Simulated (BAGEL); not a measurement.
# C2H7NSi (SMILES C=N[SiH2]C): a chain of runs

Wanted: the energy (HF/6-31G*), then the energy (NEVPT2(2,2)/6-31G*), then the energy (CASPT2(2,2)/6-31G*) of C2H7NSi. 

The results are computed with BAGEL 1.2.2.

1 further run of the same task is left out (set aside as unsound or not needed).

**1. The structure to begin with**

C2H7NSi has 11 atoms, charge 0, and is taken as a singlet. As SMILES, `C=N[SiH2]C`. One bond was lengthened or shortened from a relaxed shape.

Bond lengths: C1–N2 1.257 Å, N2–Si3 1.485 Å, Si3–C4 1.862 Å, C1–H5 1.097 Å, C1–H6 1.103 Å, Si3–H7 1.497 Å, Si3–H8 1.486 Å, C4–H9 1.092 Å, C4–H10 1.093 Å, C4–H11 1.092 Å. Some angles: C1–N2–Si3 124.0°, N2–Si3–C4 108.8°, N2–C1–H5 120.4°, N2–C1–H6 124.2°, N2–Si3–H7 110.9°, N2–Si3–H8 106.9°, C4–Si3–H7 110.6°, C4–Si3–H8 110.8°, Si3–C4–H9 110.4°, Si3–C4–H10 110.6°.

**2. A single-point energy at HF/6-31G(d) (density fitting with svp-jkfit, spherical functions) (run 1)**

Input file calc.json:

```json
{ "bagel": [

{
  "title": "molecule",
  "basis": "6-31gs.json",
  "df_basis": "svp-jkfit",
  "angstrom": "true",
  "geometry": [
    { "atom": "C", "xyz": [      -0.707664,       1.786578,       0.477456 ] },
    { "atom": "N", "xyz": [      -0.693964,       0.760978,      -0.248844 ] },
    { "atom": "Si", "xyz": [      -0.379200,      -0.602800,       0.247400 ] },
    { "atom": "C", "xyz": [       1.068600,      -1.271000,      -0.713200 ] },
    { "atom": "H", "xyz": [      -0.942164,       2.768378,       0.048056 ] },
    { "atom": "H", "xyz": [      -0.494764,       1.782978,       1.559456 ] },
    { "atom": "H", "xyz": [      -0.075100,      -0.581600,       1.713400 ] },
    { "atom": "H", "xyz": [      -1.590400,      -1.434700,       0.023400 ] },
    { "atom": "H", "xyz": [       0.849500,      -1.270200,      -1.783000 ] },
    { "atom": "H", "xyz": [       1.292800,      -2.296000,      -0.407900 ] },
    { "atom": "H", "xyz": [       1.959900,      -0.662200,      -0.545500 ] }
  ]
},

{
  "title": "hf"
},

{
  "title": "print",
  "file": "orbitals.molden",
  "orbitals": "true"
}

]}
```

The basis set 6-31G* is read from a file made from the Basis Set Exchange's data (not shown).

The run is started by

```console
$ BAGEL_NUM_THREADS=1 BAGEL calc.json > calc.out
```

Standard output:

```text
* using 1 threads per process

  ===============================================================
  ===============================================================

  *** Geometry ***

  { "atom" : "C", "xyz" : [     -1.337291,      3.376143,      0.902261 ] },
  { "atom" : "N", "xyz" : [     -1.311402,      1.438040,     -0.470247 ] },
  { "atom" : "Si", "xyz" : [     -0.716584,     -1.139127,      0.467518 ] },
  { "atom" : "C", "xyz" : [      2.019361,     -2.401842,     -1.347753 ] },
  { "atom" : "H", "xyz" : [     -1.780432,      5.231476,      0.090813 ] },
  { "atom" : "H", "xyz" : [     -0.934968,      3.369340,      2.946945 ] },
  { "atom" : "H", "xyz" : [     -0.141918,     -1.099065,      3.237857 ] },
  { "atom" : "H", "xyz" : [     -3.005420,     -2.711190,      0.044220 ] },
  { "atom" : "H", "xyz" : [      1.605322,     -2.400330,     -3.369382 ] },
  { "atom" : "H", "xyz" : [      2.443038,     -4.338811,     -0.770819 ] },
  { "atom" : "H", "xyz" : [      3.703674,     -1.251377,     -1.030846 ] },

  Number of auxiliary basis functions:      481

  Since a DF basis is specified, we compute 2- and 3-index integrals:
    o Being stored without compression. Storage requirement is 0.021 GB

  Number of basis functions:       74
  Number of electrons      :       40

    * METHOD: MOLECULE                             0.22

  *** RHF ***

  === Nuclear Repulsion ===
   168.3646133797

      * DIIS with orbital gradients will be used.

  === RHF iteration (6-31gs.json) ===
      0       -422.92468725          0.02105654           0.06
      1       -423.05003635          0.01330286           0.06
      2       -423.11415591          0.00225041           0.06
      3       -423.11648301          0.00066864           0.06
      4       -423.11670344          0.00014371           0.06
      5       -423.11672936          0.00004998           0.06
      6       -423.11673222          0.00001787           0.06
      7       -423.11673251          0.00000538           0.06
      8       -423.11673253          0.00000167           0.06
      9       -423.11673254          0.00000042           0.08
     10       -423.11673254          0.00000014           0.07
     11       -423.11673254          0.00000005           0.06
     12       -423.11673254          0.00000003           0.06
     13       -423.11673254          0.00000001           0.05
     14       -423.11673254          0.00000000           0.05
    * SCF iteration converged.

    * Permanent dipole moment:
           (   -0.161908,    -0.723010,    -0.401872) a.u.

    * METHOD: HF                                   1.05

    * METHOD: PRINT                                0.01

  ===============================================================
```

Run time: 1.6 s. Hardware: 1 thread of Arm Neoverse V2, shared host; peak memory 0.1 GiB.

**3. The energy at NEVPT2(2,2)/6-31G(d) (density fitting with svp-jkfit, spherical functions) (run 2)**

Input file input.json:

```json
{ "bagel": [

{
  "title": "molecule",
  "basis": "6-31gs.json",
  "df_basis": "svp-jkfit",
  "angstrom": true,
  "geometry": [
    { "atom": "C", "xyz": [   -0.707664,    1.786578,    0.477456 ] },
    { "atom": "N", "xyz": [   -0.693964,    0.760978,   -0.248844 ] },
    { "atom": "Si", "xyz": [   -0.379200,   -0.602800,    0.247400 ] },
    { "atom": "C", "xyz": [    1.068600,   -1.271000,   -0.713200 ] },
    { "atom": "H", "xyz": [   -0.942164,    2.768378,    0.048056 ] },
    { "atom": "H", "xyz": [   -0.494764,    1.782978,    1.559456 ] },
    { "atom": "H", "xyz": [   -0.075100,   -0.581600,    1.713400 ] },
    { "atom": "H", "xyz": [   -1.590400,   -1.434700,    0.023400 ] },
    { "atom": "H", "xyz": [    0.849500,   -1.270200,   -1.783000 ] },
    { "atom": "H", "xyz": [    1.292800,   -2.296000,   -0.407900 ] },
    { "atom": "H", "xyz": [    1.959900,   -0.662200,   -0.545500 ] }
  ]
},
{
  "title": "hf"
},
{
  "title": "casscf",
  "nstate": 1,
  "nact": 2,
  "nclosed": 19,
  "nspin": 0,
  "active": [9, 22],
  "maxiter": 200,
  "natocc": true
},
{
  "title": "nevpt2",
  "nstate": 1,
  "nact": 2,
  "nclosed": 19,
  "nspin": 0,
  "active": [9, 22],
  "maxiter": 200,
  "natocc": true,
  "ncore": 8
},
{
  "title": "print",
  "file": "orbitals.molden",
  "orbitals": true
}

]}
```

The basis set 6-31G* is read from a file made from the Basis Set Exchange's data (not shown).

The run is started by

```console
$ BAGEL_NUM_THREADS=1 BAGEL input.json > input.out
```

Standard output:

```text
* using 1 threads per process

  ===============================================================
  ===============================================================

  *** Geometry ***

  { "atom" : "C", "xyz" : [     -1.337291,      3.376143,      0.902261 ] },
  { "atom" : "N", "xyz" : [     -1.311402,      1.438040,     -0.470247 ] },
  { "atom" : "Si", "xyz" : [     -0.716584,     -1.139127,      0.467518 ] },
[... 7 lines of this table left out ...]
  { "atom" : "H", "xyz" : [      3.703674,     -1.251377,     -1.030846 ] },

  Number of auxiliary basis functions:      481

  Since a DF basis is specified, we compute 2- and 3-index integrals:
    o Being stored without compression. Storage requirement is 0.021 GB

[... 18 lines left out ...]
    * SCF iteration converged.
[... 1 line left out ...]
    * Permanent dipole moment:
[... 27 lines left out ...]
    * Second-order optimization converged. *
[... 1 line left out ...]
     guess   0:   closed 1.                   open ..

  === FCI iteration ===

      0  0      -423.11538330     7.54e-02      0.00
      1  0      -423.14523502     6.98e-03      0.00
      2  0 *    -423.14561414     1.09e-15      0.00

     * ci vector, state   0, <S^2> = 0.0000
       2.     0.9804055292
       .2    -0.1969898433

    * METHOD: CASSCF                               5.97

    * freezing 8 orbitals

  === DF-NEVPT2 calculation ===

    * 3-index integral transformation done
    * assembly done

      NEVPT2 correlation energy:   -0.4593602863      0.12

          (+0)     -0.3450472357
          (+0)'    -0.0430512938
          (+1)     -0.0116668148
          (+1)'    -0.0000000000
          (+2)     -0.0013910777
          (-1)     -0.0536085350
          (-1)'     0.0000000000
          (-2)     -0.0045953292

      NEVPT2 total energy:       -423.6049744240

    * METHOD: NEVPT2                               0.21

    * METHOD: PRINT                                0.01

  ===============================================================
```

It took 7.8 s on 1 thread of Arm Neoverse V2, shared host; peak memory 0.14 GiB.

**4. The energy at CASPT2(2,2)/6-31G(d) (density fitting with svp-jkfit, spherical functions) (run 3)**

Input file job.json:

```json
{ "bagel": [

{
  "title": "molecule",
  "basis": "6-31gs.json",
  "df_basis": "svp-jkfit",
  "angstrom": true,
  "geometry": [
    { "atom": "C", "xyz": [      -0.707664,       1.786578,       0.477456 ] },
    { "atom": "N", "xyz": [      -0.693964,       0.760978,      -0.248844 ] },
    { "atom": "Si", "xyz": [      -0.379200,      -0.602800,       0.247400 ] },
    { "atom": "C", "xyz": [       1.068600,      -1.271000,      -0.713200 ] },
    { "atom": "H", "xyz": [      -0.942164,       2.768378,       0.048056 ] },
    { "atom": "H", "xyz": [      -0.494764,       1.782978,       1.559456 ] },
    { "atom": "H", "xyz": [      -0.075100,      -0.581600,       1.713400 ] },
    { "atom": "H", "xyz": [      -1.590400,      -1.434700,       0.023400 ] },
    { "atom": "H", "xyz": [       0.849500,      -1.270200,      -1.783000 ] },
    { "atom": "H", "xyz": [       1.292800,      -2.296000,      -0.407900 ] },
    { "atom": "H", "xyz": [       1.959900,      -0.662200,      -0.545500 ] }
  ]
},

{
  "title": "hf"
},

{
  "title": "casscf",
  "nstate": 1,
  "nact": 2,
  "nclosed": 19,
  "active": [9, 22],
  "maxiter": 200,
  "natocc": true
},

{
  "title": "print",
  "file": "orbitals.molden",
  "orbitals": true
},

{
  "title": "smith",
  "method": "caspt2",
  "ms": true,
  "xms": true,
  "sssr": true,
  "shift": 0.2,
  "shift_imag": true,
  "ncore": 8
}

]}
```

The basis set 6-31G* is read from a file made from the Basis Set Exchange's data (not shown).

The run is started by

```console
$ BAGEL_NUM_THREADS=1 BAGEL job.json > job.out
```

Standard output:

```text
* using 1 threads per process

  ===============================================================
  ===============================================================

  *** Geometry ***

  { "atom" : "C", "xyz" : [     -1.337291,      3.376143,      0.902261 ] },
  { "atom" : "N", "xyz" : [     -1.311402,      1.438040,     -0.470247 ] },
  { "atom" : "Si", "xyz" : [     -0.716584,     -1.139127,      0.467518 ] },
[... 7 lines of this table left out ...]
  { "atom" : "H", "xyz" : [      3.703674,     -1.251377,     -1.030846 ] },

  Number of auxiliary basis functions:      481

  Since a DF basis is specified, we compute 2- and 3-index integrals:
    o Being stored without compression. Storage requirement is 0.021 GB

[... 18 lines left out ...]
    * SCF iteration converged.
[... 1 line left out ...]
    * Permanent dipole moment:
[... 27 lines left out ...]
    * Second-order optimization converged. *
[... 9 lines left out ...]
     * ci vector, state   0, <S^2> = 0.0000
[... 16 lines left out ...]
    * Zeroth order energy : state  0       -0.8847621643
[... 4 lines left out ...]
       #      aibj      arbs      arbi      airj      risj      airs      arst      rist         Etot      error   time
[... 2 lines left out ...]
       0  -0.34344  -0.00544  -0.05365  -0.01203  -0.00182  -0.03855  -0.00000  -0.00000   -0.4549315  0.0014395   0.06
       1  -0.34358  -0.00545  -0.05374  -0.01213  -0.00187  -0.03894  -0.00000  -0.00000   -0.4557177  0.0001594   0.06
       2  -0.34358  -0.00545  -0.05373  -0.01213  -0.00188  -0.03896  -0.00000  -0.00000   -0.4557303  0.0000249   0.06
       3  -0.34358  -0.00545  -0.05373  -0.01213  -0.00188  -0.03896  -0.00000  -0.00000   -0.4557305  0.0000045   0.06
       4  -0.34358  -0.00545  -0.05373  -0.01213  -0.00188  -0.03896   0.00000  -0.00000   -0.4557305  0.0000008   0.06

      ------------------------------------------------------------------------------------------------------------------

    * CASPT2 energy : state  0     -423.6037636476
        w/o shift correction       -423.6013446618
        reference weight              0.8658561401

    * METHOD: SMITH                                0.48

  ===============================================================
```

Wall time 8.4 s (1 thread of Arm Neoverse V2, shared host); peak memory 0.14 GiB.

**5. What came out**

| quantity | value |
| --- | --- |
| run 1, HF/6-31G*: total energy | -423.11673 Eh |
| run 1, HF/6-31G*: dipole moment | 2.14 D |
| run 1, HF/6-31G*: HOMO energy | -11.00 eV |
| run 1, HF/6-31G*: LUMO energy | 3.19 eV |
| run 1, HF/6-31G*: HOMO–LUMO gap | 14.20 eV |
| run 2, NEVPT2(2,2)/6-31G*: total energy | -423.60497 Eh |
| run 3, CASPT2(2,2)/6-31G*: total energy | -423.60376 Eh |
